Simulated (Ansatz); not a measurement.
The first iterations of a band of a periodic cell of 17 atoms, Mg9O8 (host MgO, host structure Fm-3m, interstitial Mg).

All numbers below come from DFT PBE, scalar-relativistic, plane waves, PAW in Ansatz 0.2.0. Settings: PAW set soft_1, cutoff 420 eV, k mesh 2x2x2, gaussian smearing 0.05 eV, no spin polarisation.

| Item | Value |
| --- | --- |
| movable images | 7 |
| climbing image | yes |
| spring | 10.0 eV/Å² |
| optimiser | fire |
| start path | IDPP |
| force threshold | 0.05 eV/Å |
| iteration limit | 60 |
| end points | relaxed |

Image 0:

```xyz
17
Lattice="0.0000 4.3915 4.3915 4.3915 0.0000 4.3915 4.3915 4.3915 0.0000" Properties=species:S:1:pos:R:3
Mg -0.008 -0.008 0.002
O 2.183 2.184 2.226
Mg 2.193 2.193 0.000
O 4.436 4.436 2.140
Mg 2.190 -0.009 2.203
O 4.361 2.170 4.412
Mg 4.583 1.996 2.003
O 6.619 4.369 4.360
Mg -0.009 2.191 2.202
O 2.171 4.361 4.411
Mg 1.996 4.583 2.003
O 4.369 6.620 4.360
Mg 2.037 2.037 4.552
O 4.347 4.347 6.633
Mg 4.591 4.591 4.601
O 6.617 6.617 6.611
Mg 3.338 3.337 3.265
```

Image 8:

```xyz
17
Lattice="0.0000 4.3915 4.3915 4.3915 0.0000 4.3915 4.3915 4.3915 0.0000" Properties=species:S:1:pos:R:3
Mg 0.009 -0.006 0.008
O 2.219 2.227 2.162
Mg 2.206 2.195 0.007
O 4.365 4.367 2.166
Mg 2.011 0.192 2.405
O 4.424 2.182 4.426
Mg 4.396 2.198 2.198
O 6.627 4.349 4.438
Mg 0.161 2.030 2.347
O 2.166 4.450 4.337
Mg 2.203 4.386 2.198
O 4.356 6.618 4.409
Mg 1.982 1.986 4.184
O 4.393 4.361 6.589
Mg 4.576 4.579 4.205
O 6.614 6.560 6.625
Mg 3.233 3.308 5.447
```

| iteration | highest image above the first end (eV) | largest band force component (eV/Å) |
| --- | --- | --- |
| 1 | 3.082 | 5.825 |
| 2 | 1.849 | 1.748 |
| 3 | 1.682 | 3.077 |
| 4 | 1.576 | 2.591 |
| 5 | 1.418 | 1.685 |
| 6 | 1.288 | 0.759 |
| 7 | 1.239 | 0.731 |
| 8 | 1.227 | 0.615 |
| 9 | 1.207 | 0.546 |
| 10 | 1.183 | 0.501 |
| 11 | 1.160 | 0.443 |
| 12 | 1.140 | 0.374 |
| 13 | 1.122 | 0.404 |
| 14 | 1.104 | 0.334 |
| 15 | 1.092 | 0.223 |
| 16 | 1.091 | 0.218 |
| 17 | 1.090 | 0.209 |
| 18 | 1.089 | 0.196 |
| 19 | 1.087 | 0.191 |
| 20 | 1.085 | 0.192 |

**Question.** Does the band converge within its limit, and where does its top end?

**Answer.** It did not converge within its limit. It ended after 60 iterations with the highest image 0.152 eV above the first end. The band didn't meet its force threshold, so its energies are provisional: the largest band force was still 0.25 eV/Å, and over the last iterations the top stayed at 0.16 eV. Inner images lie below an end point, which means an intermediate or an end that isn't the lowest structure nearby. Limits of this set-up: coarse k mesh, a small cell, in which the defect meets its images.

Time of the run: 35 min on 1 thread of Arm Neoverse V1, on a shared host, peak memory 0.78 GiB.
